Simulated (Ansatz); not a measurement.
# CaO: a relaxation

The task is a relaxation on CaO. The structure is shown as the input types it.

Program: Ansatz 0.2.0. Level of theory: Kohn-Sham DFT, with the functional, basis and potentials that each input names (as first typed). These are calculated values, not measurements.

## Step 1: Starting point

Symmetry: Fm-3m, No. 225, cubic system. The conventional cell has a = 4.813 Å, b = 4.813 Å, c = 4.813 Å, α = 90.00°, β = 90.00°, γ = 90.00°. Around Ca (site symmetry m-3m) lie 6 O at 2.41 Å. Around O (site symmetry m-3m) lie 6 Ca at 2.41 Å.

As a file:

```cif
data_structure
_symmetry_space_group_name_H-M 'P 1'
_symmetry_Int_Tables_number 1
_cell_length_a 3.4033
_cell_length_b 3.4033
_cell_length_c 3.4033
_cell_angle_alpha 60.000
_cell_angle_beta 60.000
_cell_angle_gamma 60.000
_cell_volume 27.87
loop_
_atom_site_label
_atom_site_type_symbol
_atom_site_fract_x
_atom_site_fract_y
_atom_site_fract_z
_atom_site_occupancy
Ca1 Ca 0.00000 0.00000 0.00000 1
O1 O 0.50000 0.50000 0.50000 1
```

## Step 2: The run

Input file input.yaml:

```yaml
crystal:
  lattice:
    - [0.0, 2.4065, 2.4065]
    - [2.4065, 0.0, 2.4065]
    - [2.4065, 2.4065, 0.0]
  atoms:
    - { symbol: Ca, position: [0.0, 0.0, 0.0] }
    - { symbol: O, position: [0.5, 0.5, 0.5] }
kpoints:
  mp_grid: { grid: [8, 8, 8] }
scf:
  occupations: { method: fixed }
  max_iter: 75
hamiltonian:
  xc: lda
  pseudopotentials: { kind: paw }
  hubbard: { sites: [{ species: Ca, l: f, u_eff: 30.0 }] }
relax:
  f_tol: 0.002
  max_steps: 80
  cell: {}
output:
  forces: true
  stress: true
```

On the command line:

```bash
$ ansatz run input.yaml --threads 1 --pin off --max-ram 2560MiB --backend cpu --events-out ev --progress --plain --runs-dir out
```

Q: Will this input give a usable result? If not, why, and what should change?

The program refused the input before any cycle. It says: «inconsistent input (hamiltonian.hubbard.sites[].l, hamiltonian.hubbard.sites[].shell): the file of Ca doesn't list 4f, and it can't be added: PBE doesn't bind the shell 4f of the free atom, whose level lies at +0.99 eV ...»

The suspect setting: hamiltonian.hubbard.sites is [{species: Ca, l: f, u_eff: 30.0}]. The Hubbard term names a species or shell that the system's potentials don't have.

The cure: delete hamiltonian.hubbard.sites.
